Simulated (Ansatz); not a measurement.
# Li3In, space group Fm-3m: a test of the smearing width

Computed with Ansatz's Python interface.

Script `li3in_smear.py`:
```python
"""Smearing width test for Li3In."""

import ansatz as az
import pandas as pd


def main() -> None:
    lattice = az.Lattice.of(
        (0.0, 3.293469, 3.293469),
        (3.293469, 0.0, 3.293469),
        (3.293469, 3.293469, 0.0),
    )
    sites = [
        ("Li", (0.25, 0.25, 0.25)),
        ("Li", (0.75, 0.75, 0.75)),
        ("Li", (0.5, 0.5, 0.5)),
        ("In", (0.0, 0.0, 0.0)),
    ]
    li3in = az.Crystal(lattice=lattice)
    for symbol, position in sites:
        li3in = li3in.atom(symbol, position)

    base = (
        li3in.calculation()
        .functional(az.Functional.R2SCAN)
        .kpoints(mesh=(6, 6, 6))
        .scf(tolerance=1e-08)
        .stress()
    )

    rows = []
    for value in [0.3, 0.2, 0.1, 0.05]:
        data = base.occupations("methfessel_paxton", width=value).run(threads=1).report
        rows.append((value, data["free_energy_ev"] / len(data["lattice"]["sites"]), data["n_iterations"], sum(data["stress_gpa"][i][i] for i in range(3)) / 3, data["n_kpoints"]))

    table = pd.DataFrame(rows, columns=["width (eV)", "F/atom (eV)", "iterations", "P (GPa)", "k-points"])
    print(table.round(5).to_string(index=False))

    # the last row is the reference
    for row in rows[:-1]:
        shift = 1000 * (row[1] - rows[-1][1])
        print(f"{row[0]}: {shift:+.2f} meV/atom" + ("  (within 2 meV)" if abs(shift) < 2 else ""))


if __name__ == "__main__":
    main()
```

```console
$ python li3in_smear.py
DeckWarning: basis.ecutwfc = 500 eV, auto-derived from the records' recommended cutoffs: set by Li (their level for a meta-GGA)
DeckWarning: output.stress: scf.convergence.dr2_threshold = 1e-8 eV is looser than the 4e-10 eV advised for a printed stress (1e-10 eV for each atom of the cell: 4). What an SCF threshold leaves in a stress goes as its square root, and in the free energy as the threshold itself, and one threshold admits the most on a small cell: of the crystals measured, under no hybrid functional and no lock of the moments, on runs that ended without the residual-converged pass, on stresses that held no [...]
 width (eV)  F/atom (eV)  iterations  P (GPa)  k-points
       0.30  -1557.08528           8  0.71698        16
       0.20  -1557.08428           8  0.71778        16
       0.10  -1557.08254           8  0.69427        16
       0.05  -1557.08190           6  0.66160        16
0.3: -3.37 meV/atom
0.2: -2.38 meV/atom
0.1: -0.63 meV/atom  (within 2 meV)
```
(Warnings from the package without file and line, shortened.)

Going from 0.05 to 0.3 eV changes F by -3.4 meV an atom. This scheme is built to cancel the term in the square of the width, but that needs a smooth density of states and a fine mesh, and here a sizeable shift remains. The pressure moves from 0.66 to 0.72 GPa.

Notes:
- For a metal this k-point mesh is coarse: on a finer one energies can move by several to tens of meV an atom and pressures by half a GPa or more, differences at one mesh by less.
- The narrowest width needs the finest mesh, so the last row is no converged reference.
- Pressure is positive in compression.
- This cell is a computed structure, which may not be the phase found in nature.
- Cost: of the order of 6 core-seconds.

(Lines on the test bed's own set-up are left out of the output.)
